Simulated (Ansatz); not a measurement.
**AlGaHO (quartet): wave-function methods side by side at a displaced geometry (v2), cc-pVDZ**

How much of the correlation energy of AlGaHO (quartet) does each wave-function method recover here?

Program: Ansatz 0.2.0, Gaussian basis. Level of theory: cc-pVDZ, core rule «outside noble gas», up to 20 orbitals frozen. These are calculated values, not measurements.

To be run: UHF; CCSD(T) on ROHF; CCSD(T) on UHF; BCCD(T) on ROHF; CISD as a restricted active space (open shells left free, so some higher excitations enter); CCSDT(Q) on ROHF; CCSDT(Q) on UHF.

28 further runs of the same task are left out: 1 for a known fault of the program, 15 that didn't finish, 12 set aside as unsound or not needed. Runs told in other sessions of the task aren't counted.

### Step 1. The geometry

The geometry is a PBE0/def2-TZVP stationary point (not a proven minimum) with its atoms shifted at random (size 0.100 Å). No spin-orbit coupling is included. The filled d shell of Ga may be among the frozen orbitals whatever the setting's name suggests.

4 atoms, charge 0, spin multiplicity 4.

Atoms are counted from 1 here; the program's logs count them from 0.

Bond lengths: Ga1–Al2 2.513 Å, Al2–O3 1.783 Å, Al2–H4 1.509 Å. Angles: Ga1–Al2–O3 117.9°, Ga1–Al2–H4 123.8°, O3–Al2–H4 116.7°.

### Step 2. UHF

Contents of in.yaml:

```yaml
crystal:
  periodic: [false, false, false]
  atoms:
    - {symbol: Ga, position_ang: [0.051584, -0.061678, 1.114230]}
    - {symbol: Al, position_ang: [-0.113290, 0.545248, -1.318575]}
    - {symbol: O, position_ang: [-0.036669, -0.773544, -2.515687]}
    - {symbol: H, position_ang: [0.046439, 1.949486, -1.846129]}
basis:
  gaussian: {orbitals: cc-pVDZ}
magnetization: {spin_polarized: true, initial_magnetization: 3}
hamiltonian: {xc: hf}
output: {orbitals: {seedname: orbitals}}
```

Run with:

```bash
ansatz run in.yaml --threads 1 --pin off --events-out ev --progress --plain --max-ram 2393MiB
```

After this run come: CCSD(T) on ROHF; CCSD(T) on UHF; BCCD(T) on ROHF; CISD as a restricted active space (open shells left free, so some higher excitations enter); CCSDT(Q) on ROHF; CCSDT(Q) on UHF.

Q: Predict the results of all the runs planned. Wanted: UCCSDT(Q) from the RHF energy; RMP2 from UCCSDT(Q); UMP2 from UCCSDT(Q); RCCSD from UCCSDT(Q); RCCSD(T) from UCCSDT(Q); UCCSD(T) from UCCSDT(Q); RCCSDT(Q) from UCCSDT(Q); T1 diagnostic.

**Answer**, as computed:

| quantity | value |
| --- | --- |
| UCCSDT(Q) from the ROHF energy | -7.5407 eV |
| RMP2 from UCCSDT(Q) | +27.73 kcal/mol |
| UMP2 from UCCSDT(Q) | +27.52 kcal/mol |
| RCCSD from UCCSDT(Q) | +5.51 kcal/mol |
| RCCSD(T) from UCCSDT(Q) | +1.50 kcal/mol |
| UCCSD(T) from UCCSDT(Q) | +1.29 kcal/mol |
| RCCSDT(Q) from UCCSDT(Q) | +0.27 kcal/mol |
| levels within 1 kcal/mol (43 meV) | RCCSDT, UCCSDT, RCCSDT(Q) |
| T1 diagnostic | 0.031 |

**Reading.** RCCSD(T) misses by +1.50 kcal/mol, 0.9 % of the correlation energy. These misses are within one basis, not against nature; the frozen cores of restricted and unrestricted runs differ, which can shift their rows.
